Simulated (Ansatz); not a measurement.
Runs of Ansatz 0.2.0 on Li2RuN2. It takes space group P-3m1 (No. 164, trigonal). The conventional cell has a = 3.164 Å, b = 3.164 Å, c = 5.211 Å, α = 90.00°, β = 90.00°, γ = 120.00°. Around Ru (site symmetry -3m) lie 6 N at 2.14 Å. Around N (site symmetry 3m) lie 4 Li at 1.98 to 2.22 Å and 3 Ru at 2.14 Å. Around Li (site symmetry 3m) lie 4 N at 1.98 to 2.22 Å. The cell comes from a database or a generator and needn't be the stable form of this composition.

```tsv
level	U	hubbard projectors	double counting	gap on the mesh (eV)	pressure (GPa)	largest force (eV/Å)
PBE+U	Ru d U = 6 eV	ortho-atomic (the default)	fll (the default)	none	-0.8	(a)
PBE+U	Ru d U = 2 eV	ortho-atomic (the default)	fll (the default)	none	-2.7	0.14
PBE+U	Ru d U = 4 eV	ortho-atomic (the default)	fll (the default)	none	-2.2	0.20
PBE+U	Ru d U = 5 eV	ortho-atomic (the default)	fll (the default)	none	-1.7	0.23
PBE+U	Ru d U = 1 eV	ortho-atomic (the default)	fll (the default)	none	-2.8	0.15
PBE+U	Ru d U = 8 eV	ortho-atomic (the default)	fll (the default)	none	(b)	0.30
PBE	-	-	-	none	-2.7	0.15
PBE+U	Ru d U = 3 eV	ortho-atomic (the default)	fll (the default)	none	-2.6	0.17
```

Alike in all rows: task projected density of states; potentials or basis Ansatz PAW; no spin polarisation; cell as given; k mesh 10 × 10 × 5; cutoff (eV) 420; smearing fermi-dirac 0.05 eV.

Q: Estimate the missing entries.

A: (a) 0.26; (b) 2.0.

Caveats: the density of states is complete only up to the lowest level of the last band computed; U without spin polarisation on a metal has little footing (some runs).

A k mesh can miss the band edges, and the runs leave out spin-orbit coupling on Ru.

A gap of «none» marks a metal or a gap under the smearing width.
